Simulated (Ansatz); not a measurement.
**HfN (rocksalt type): how the settings move a single-point run**

How sensitive is a single-point run of HfN (rocksalt type) to its settings? A reference run comes first, then two runs with altered input.

Computed with Ansatz 0.2.0 (reference: DFT, PBEsol, PAW with Ansatz's default frozen-core files, scalar-relativistic, unless a step's input says otherwise).

2 further runs of the same task are left out: 2 that didn't finish. Runs told in other sessions of the task aren't counted.

## (1) Starting point

Symmetry: Fm-3m, No. 225, cubic system. The conventional cell has a = 3.620 Å, b = 3.620 Å, c = 3.620 Å, α = 90.00°, β = 90.00°, γ = 90.00°. Hf (site symmetry m-3m) has 6 N at 1.81 Å in its first shell of neighbours. N (site symmetry m-3m) is surrounded by 6 Hf at 1.81 Å.

As a file:

```
CELL_PARAMETERS angstrom
0.00000 1.81000 1.81000
1.81000 0.00000 1.81000
1.81000 1.81000 0.00000
ATOMIC_POSITIONS crystal
Hf 0.00000 0.00000 0.00000
N 0.50000 0.50000 0.50000
```

## (2) Baseline

Input file input.yaml:

```yaml
crystal:
  lattice:
    - [0.0, 1.8099958723, 1.8099958723]
    - [1.8099958723, 0.0, 1.8099958723]
    - [1.8099958723, 1.8099958723, 0.0]
  atoms:
    - { symbol: Hf, position: [0.0, 0.0, 0.0] }
    - { symbol: "N", position: [0.5, 0.5, 0.5] }
kpoints:
  mp_grid: { grid: [15, 15, 15] }
scf:
  occupations: { method: fermi_dirac, width: 0.1 }
hamiltonian:
  xc: pbesol
  pseudopotentials: { kind: paw }
output:
  forces: true
  stress: true
  eigenvalues: true
  populations: true
```

On the command line:

```bash
> ansatz run input.yaml --threads 1 --pin off --max-ram 2048MiB --backend cpu --events-out ev --progress --plain --runs-dir out
```

## (3) Changing settings: ecutrho_ratio 8

Edit input.yaml of step 2 so:

```diff
@@ -20 +20,7 @@
   populations: true
+  write_density: true
+  write_potential: true
+  elf: true
+  volumetric_format: npy
+basis:
+  ecutrho_ratio: 8
```

## (4) Variant: occupations.method tetrahedron_uncorrected, ecutwfc 450 eV, width left out

Edit input.yaml of step 2 so:

```diff
@@ -11,3 +11,3 @@
 scf:
-  occupations: { method: fermi_dirac, width: 0.1 }
+  occupations: { method: tetrahedron_uncorrected }
 hamiltonian:
@@ -20 +20,3 @@
   populations: true
+basis:
+  ecutwfc: "450 eV"
```

What does the calculation give? Wanted: for each run, ending; energy change; pressure; gap; force.

**Answer**, as computed:

| run | ending | energy change | pressure (GPa) | gap (eV) | force (eV/Å) | cycles | time |
| --- | --- | --- | --- | --- | --- | --- | --- |
| reference | converged | 0 | 724.3 | 0.00 | 0.00 | 8 | 1.4 s |
| 1: ecutrho_ratio 8 | converged | 0.0 meV/atom | 724.3 | 0.00 | 0.00 | 8 | 1.7 s |
| 2: occupations.method tetrahedron_uncorrected, ecutwfc 450 eV, width left out | converged | +31.8 meV/atom (σ→0) | 722.7 | 0.00 | 0.00 | 9 | 1.4 s |

Times don't compare one to one where runs were asked for different outputs or read a saved state (see the inputs); cycles may leave out searches for a lower state.

Residual by cycle in the longest SCF loop of each run; runs are numbered as in the table. The quantity is the density residual dr2, in eV.

```csv
cycle,reference,run 1,run 2
1,3.75,3.75,3.78
2,1.78,1.78,0.512
3,0.00628,0.00629,0.0186
4,0.00674,0.00674,0.00903
5,1.3e-4,1.3e-4,0.00202
6,1.0e-6,1.0e-6,1.4e-4
7,2.3e-8,2.4e-8,3.7e-6
8,1.6e-10,1.7e-10,3.0e-8
9,-,-,4.5e-11
```

What this shows: The pressure spans 722.7 to 724.3 GPa over the reference and the converged variants. The structure is not at rest: the sound run finds 724 GPa, so these are no properties of the relaxed crystal. 
